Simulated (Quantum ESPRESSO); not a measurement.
## SiF in Quantum ESPRESSO: convergence with k mesh

The system is SiF.

```
CELL_PARAMETERS angstrom
3.02860 0.00000 0.00000
0.00000 3.02860 0.00000
0.00000 0.00000 3.02860
ATOMIC_POSITIONS crystal
Si 0.50000 0.50000 0.50000
F 0.00000 0.00000 0.00000
```

The cell was built by a generator and needn't be a form met in nature.

- Program: Quantum ESPRESSO 7.5
- Task: single point
- Functional: LDA
- Potentials or basis: GBRV 1.5 LDA
- Cutoff: 612 eV
- Density cutoff: 4898 eV
- k mesh: 1 × 1 × 1
- Occupations: fermi-dirac, width 0.05 eV
- Spin: no spin polarisation

These are the settings of the first run; the series varies k mesh, with any setting tied to it.

Hardware: 1 thread of Intel(R) Xeon(R) 6975P-C (Granite Rapids) (shared host).

```csv
k mesh,"energy less the tightest run, at zero smearing (meV/atom)",pressure (GPa),SCF cycles,CPU time (s),peak memory (GiB)
1 × 1 × 1,1727.64,23.03,11,3.5,0.11
3 × 3 × 3,217.62,-2.42,10,3.3,0.11
4 × 4 × 4,-39.38,-5.84,9,3.5,0.11
5 × 5 × 5,-31.97,-6.27,9,4.4,0.11
7 × 7 × 7,-0.75,-6.17,9,5.1,0.12
8 × 8 × 8,-10.30,-5.92,9,4.8,0.12
9 × 9 × 9,9.91,-5.84,10,6.8,0.12
11 × 11 × 11,-4.39,-5.93,10,9.2,0.12
13 × 13 × 13,0.00,-6.14,9,10,0.13
```

Not settled before the last step: the energy (to 1 meV/atom), the pressure (to 0.1 GPa). Meshes of other sizes hit other points, so gaps and Fermi surfaces needn't settle smoothly. The tightest run that finished is the yardstick and may itself not be fully converged.

Caveat, for the tightest run too: an odd number of electrons without spin polarisation forces a metal; a magnetic or distorted state may lie lower.
